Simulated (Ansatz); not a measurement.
**Ti(OH)4 (TiH4O4): the relaxed shape and its frontier levels**

Aim: characterise Ti(OH)4 (TiH4O4) as a singlet: its structure, frontier levels and distribution of charge.

Method: RKS PBE0-D4/def2-TZVP; program: Ansatz 0.2.0, Gaussian basis.

The runs, in order: relaxation at PBE-D4/def2-SVP; a search for the lowest solution at PBE0-D4/def2-SVP; a single point at PBE0-D4/def2-TZVP; harmonic vibrations at PBE-D4/def2-SVP.

### Step 1. The system as given

9 atoms, charge 0, spin multiplicity 1.

Atoms are counted from 1 here; the program's logs count them from 0.

Bond lengths: Ti1–O2 1.734 Å, Ti1–O4 1.732 Å, Ti1–O6 1.733 Å, Ti1–O8 1.735 Å, O2–H3 0.961 Å, O4–H5 0.961 Å, O6–H7 0.961 Å, O8–H9 0.961 Å. Angles: O2–Ti1–O4 108.3°, O2–Ti1–O6 108.0°, O2–Ti1–O8 111.8°, O4–Ti1–O6 112.6°, O4–Ti1–O8 108.0°, O6–Ti1–O8 108.1°, Ti1–O2–H3 128.0°, Ti1–O4–H5 130.4°, Ti1–O6–H7 129.8°, Ti1–O8–H9 128.0°.

Coordinates:

```csv
atom,x (Å),y (Å),z (Å)
Ti1,0.0032,0.0057,0.0001
O2,-0.0733,0.0605,1.7319
H3,-0.7883,0.3929,2.2818
O4,1.6701,-0.0102,-0.4707
H5,2.4386,0.3870,-0.0527
O6,-0.8504,1.3807,-0.6188
H7,-1.3064,1.4948,-1.4569
O8,-0.7466,-1.4250,-0.6327
H9,-0.3469,-2.2864,-0.7820
```

Formally the metal is d0. No spin-orbit coupling is included.

The start is a GFN2-xTB geometry.

### Step 2. Optimising with PBE-D4/def2-SVP

Contents of in.yaml:

```yaml
crystal:
  periodic: [false, false, false]
  atoms:
    - {symbol: Ti, position_ang: [0.003180, 0.005700, 0.000060]}
    - {symbol: O, position_ang: [-0.073350, 0.060460, 1.731890]}
    - {symbol: H, position_ang: [-0.788260, 0.392900, 2.281850]}
    - {symbol: O, position_ang: [1.670080, -0.010210, -0.470720]}
    - {symbol: H, position_ang: [2.438550, 0.386960, -0.052740]}
    - {symbol: O, position_ang: [-0.850420, 1.380740, -0.618810]}
    - {symbol: H, position_ang: [-1.306360, 1.494790, -1.456910]}
    - {symbol: O, position_ang: [-0.746560, -1.424960, -0.632650]}
    - {symbol: H, position_ang: [-0.346870, -2.286400, -0.781960]}
basis:
  gaussian: {orbitals: def2-SVP}
hamiltonian: {xc: pbe, dispersion: d4}
scf: {omitted_lower_state_checks: [starts]}
output: {orbitals: {seedname: orbitals}}
relax: {f_tol: 0.02, max_steps: 100}
```

Run with:

```
ansatz run in.yaml --threads 4 --pin off --events-out ev --progress --plain --max-ram 3916MiB
```

The runs that follow: Searching for the lowest solution, PBE0-D4/def2-SVP; Single point, PBE0-D4/def2-TZVP; Harmonic vibrations.

**Question.** What will the summary of the whole plan be? Wanted: near neighbours of the metal; HOMO, LUMO at PBE0-D4/def2-TZVP; charge on the metal; dipole at PBE-D4/def2-SVP; lowest, highest wavenumber.

As calculated:

| quantity | value |
| --- | --- |
| near neighbours of the metal | O 1.81, O 1.81, O 1.81, O 1.81 Å |
| HOMO, LUMO at PBE0-D4/def2-TZVP | -9.03, -1.26 eV |
| charge on the metal (Mulliken, PBE0-D4/def2-TZVP) | +1.49 e |
| dipole at PBE-D4/def2-SVP | 0.02 D |
| lowest, highest wavenumber | 168, 3775 cm⁻¹ |

In words: The molecule keeps its bonding pattern by the stored test; the atoms moved 0.34 Å (rms). The Mulliken charge of the metal, +1.49 e, depends on the basis and isn't its oxidation state. All wavenumbers are real: a minimum at this level. Whether this spin is the lowest isn't tested here.
